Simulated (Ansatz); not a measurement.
Crystal: NaLaMnMoO6.

```
Na La Mn Mo O
1.0
     5.10934   -0.00669    0.01056
    -0.23945    5.68925    0.00703
    -0.92899   -2.82542    5.11884
Na La Mn Mo O
1 1 1 1 6
Direct
  0.40776 0.38086 0.07519
  0.03690 0.66325 0.68598
  0.44271 0.04268 0.40638
  0.90251 0.96387 0.30442
  0.73627 0.69569 0.99417
  0.72288 0.91846 0.55299
  0.70112 0.27368 0.37292
  0.19224 0.75325 0.36660
  0.17926 0.03365 0.11672
  0.20034 0.27462 0.63197
```

The cell was built by a generator and needn't be a form met in nature.

Base run:

```yaml
Program: Ansatz 0.2.0
Functional: PBE
Potentials_or_basis: Ansatz PAW
Cutoff: "420 eV (not typed: the program's choice for these potentials)"
k_mesh: 6 × 6 × 5
Occupations: fermi-dirac, width 0.05 eV
Spin: collinear spin, ferromagnetic start
Starting_moments: "[0.0, 0.0, 4.0, 1.0, 0.0, 0.0, 0.0, 0.0, 0.0, 0.0] μB"
```

Its results: band gap on the k mesh 0.86 eV, indirect (least direct gap 1.11 eV); pressure 0.0 GPa; net moment 3.00 μB per cell; site moments Na +0.00; La +0.01; Mn +2.64; Mo -0.16; O +0.02, +0.00, +0.01, +0.08 μB; largest force 0.004 eV/Å.

After a change of settings the same cell gave: band gap on the k mesh 0.90 eV, indirect (least direct gap 1.11 eV); pressure 4.0 GPa; net moment 3.00 μB per cell; site moments Na +0.00; La +0.01; Mn +2.61; Mo -0.15; O +0.02, +0.01, +0.08 μB; largest force 0.408 eV/Å. Which change was it?
A. functional from PBE to HSE06; k mesh from 6 × 6 × 5 to 3 × 3 × 3
B. functional from PBE to BLYP
C. potentials or basis from Ansatz PAW to Ansatz PAW earlier set; cutoff from 420 eV (not typed: the program's choice for these potentials) to 900 eV

B.

BLYP binds less tightly than PBE, so the same cell stands under more pressure.

Caveats: spin-orbit coupling is left out, which moves the levels of the heavy elements; a cell with one magnetic atom can't hold antiferromagnetic order, which such compounds often take; the starting moments weren't kept; odd divisions of the mesh miss points on the zone boundary, where band edges often lie, so the gap on the mesh can be too wide (some runs); the PAW data sets come from PBE, with cores solved anew for the run's functional, which leaves a small shift of forces and pressure (some runs).
